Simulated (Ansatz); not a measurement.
TaVN2:

```
Ta V N
1.0
     3.04987    0.00000    0.00000
     0.00000    3.04987    0.00000
     0.00000    0.00000    4.29606
Ta V N
1 1 2
Direct
  0.00000 0.00000 0.00000
  0.50000 0.50000 0.50000
  0.50000 0.50000 0.00000
  0.00000 0.00000 0.50000
```

The cell comes from a database or a generator and needn't be the stable form of this composition.

| Quantity | Value |
| --- | --- |
| Program | Ansatz 0.2.0 |
| Task | relaxation of cell and atoms |
| Functional | LDA |
| Potentials or basis | Ansatz PAW |
| Cutoff | 420 eV (not typed: the program's choice for these potentials) |
| k mesh | 9 × 9 × 6 |
| Occupations | fermi-dirac, width 0.05 eV |
| Spin | collinear spin, ferromagnetic start |
| Starting moments | [0.0, 2.0, 0.0, 0.0] μB |

At the start: volume 9.99 Å³/atom.

Question: How do energy, volume and symmetry change on relaxing?

Answer: It ends after 8 steps and the volume is 9.41 Å³/atom (-5.8 %); space group P4/mmm (No. 123, to 0.05 Å); moment 0.00 μB per cell.

Step by step:
| step | energy change (eV) | largest force (eV/Å) | volume (Å³) |
| --- | --- | --- | --- |
| 1 | 0.0000 | 0.0000 | 39.96 |
| 2 | -0.1560 | 0.0000 | 37.43 |
| 3 | -0.1567 | 0.0000 | 37.68 |
| 4 | -0.1568 | 0.0000 | 37.66 |
| 5 | -0.1568 | 0.0000 | 37.66 |
| 6 | -0.1496 | 0.0000 | 37.66 |
| 7 | -0.1497 | 0.0000 | 37.63 |
| 8 | -0.1496 | 0.0000 | 37.63 |

Final structure:
```
Ta V N
1.0
     2.99343    0.00000    0.00000
     0.00000    2.99343    0.00000
     0.00000    0.00000    4.19962
Ta V N
1 1 2
Direct
  0.00000 0.00000 0.00000
  0.50000 0.50000 0.50000
  0.50000 0.50000 0.00000
  0.00000 0.00000 0.50000
```

Caveat: the plane-wave basis is chosen anew once the cell has moved, so the energies of steps on either side of that aren't comparable; the pressure holds a Pulay correction of +0.7 GPa for the finite cutoff; the PAW data sets come from PBE, with cores solved anew for the run's functional, which leaves a small shift of forces and pressure; the starting moments weren't kept.
